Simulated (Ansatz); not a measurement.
# HfO2 (P4_2/nmc): equation of state with a fit, by script

Where is the equilibrium volume of HfO2 (P4_2/nmc), and how stiff is it? Aim: an equation of state with a fit, for HfO2 (P4_2/nmc), run from a script.

All numbers are computed with the Python package of Ansatz 0.2.0. Level of theory: DFT PBE+D3(BJ), plane waves, PAW.

## 1. The structure

The structure is tetragonal, space group P4_2/nmc (No. 137). The conventional cell has a = 3.558 Å, b = 3.558 Å, c = 5.172 Å, α = 90.00°, β = 90.00°, γ = 90.00°. Hf (site symmetry -4m2) has 4 O at 2.05 Å as nearest neighbours. Around O (site symmetry 2mm) lie 2 Hf at 2.05 Å.

The script holds or builds the structure itself.

## 2. Script

eos_hfo2.py

```python
import ansatz as az
import numpy as np

vectors0 = np.array([
    [3.55802, 0.0, 0.0],
    [0.0, 3.55802, 0.0],
    [0.0, 0.0, 5.17186],
])
sites = [
    ("Hf", (0.5, 0.5, 0.5)),
    ("Hf", (0.0, 0.0, 0.0)),
    ("O", (0.0, 0.5, 0.69721)),
    ("O", (0.5, 0.0, 0.80279)),
    ("O", (0.5, 0.0, 0.30279)),
    ("O", (0.0, 0.5, 0.19721)),
]


def crystal_on(cell):
    crystal = az.Crystal(lattice=az.Lattice.of(cell))
    for symbol, position in sites:
        crystal = crystal.atom(symbol, position)
    return crystal


def main() -> None:
    volumes, energies, pressures = [], [], []
    for scale in np.linspace(0.9, 1.1, 9):
        cell = vectors0 * scale ** (1 / 3)
        model = crystal_on(cell).calculation()
        model = model.functional("pbe", dispersion="d3bj")
        model = model.pseudopotentials("paw").occupations("fixed")
        model = model.basis(500)
        model = model.kpoints(6, 6, 4)
        model = model.stress()
        r = model.run(threads=1).report
        volumes.append(abs(np.linalg.det(cell)) / len(sites))
        energies.append(r["free_energy_ev"] / len(sites))
        pressures.append(np.trace(r["stress_gpa"]) / 3)
        print(f"V = {volumes[-1]:8.4f} A^3/atom  F = {energies[-1]:.5f} eV/atom  P = {pressures[-1]:8.3f} GPa")

    x = np.array(volumes) ** (-2 / 3)
    poly = np.polynomial.Polynomial.fit(x, energies, 3).convert()
    roots = poly.deriv().roots()
    x0 = min((r.real for r in roots if abs(r.imag) < 1e-9 and poly.deriv(2)(r.real) > 0), key=lambda r: abs(r - x.mean()))
    v0 = x0 ** -1.5
    b0 = 4 / 9 * poly.deriv(2)(x0) * v0 ** (-7 / 3) * 160.21766
    b1 = 4 + 2 / 3 * x0 * poly.deriv(3)(x0) / poly.deriv(2)(x0)
    print(f"V0 = {v0:.4f} A^3/atom, B0 = {b0:.1f} GPa, dB/dP = {b1:.2f}")


if __name__ == "__main__":
    main()
```

## 3. Running it

Run with:

```
> python eos_hfo2.py
```

**Question.** Estimate the equilibrium volume and the bulk modulus.

**Answer**, as computed:

| quantity | value |
| --- | --- |
| runs compared | 9 |
| range of energy | 158.82 meV/atom |
| lowest point, volume (Å³/atom) | 11.185 |
| equilibrium volume (fit) | 11.18 Å³/atom |
| bulk modulus (fit) | 245 GPa |

**Reading.** A third-order Birch-Murnaghan fit through the 9 points has its minimum at 11.18 Å³ an atom, 2.5 % above the typed cell, with a bulk modulus of 245 GPa and dB/dP = 4.2. From that minimum the energy rises by 158.8 meV an atom on the compressed side and 40.8 meV on the expanded side. What to keep in mind:
- No spin polarisation was allowed.
- Shape and fractional positions are held along the curve, so the bulk modulus is an upper value where they are free to relax.
- This is a high-temperature or high-pressure form, not the ambient phase.
- Spin-orbit coupling, which matters for elements this heavy, is left out.
- At these settings the cell as given stands under about 6 GPa, so it isn't at this functional's equilibrium volume.
- The structure comes from a database of computed cells and needn't be a stable or known phase.
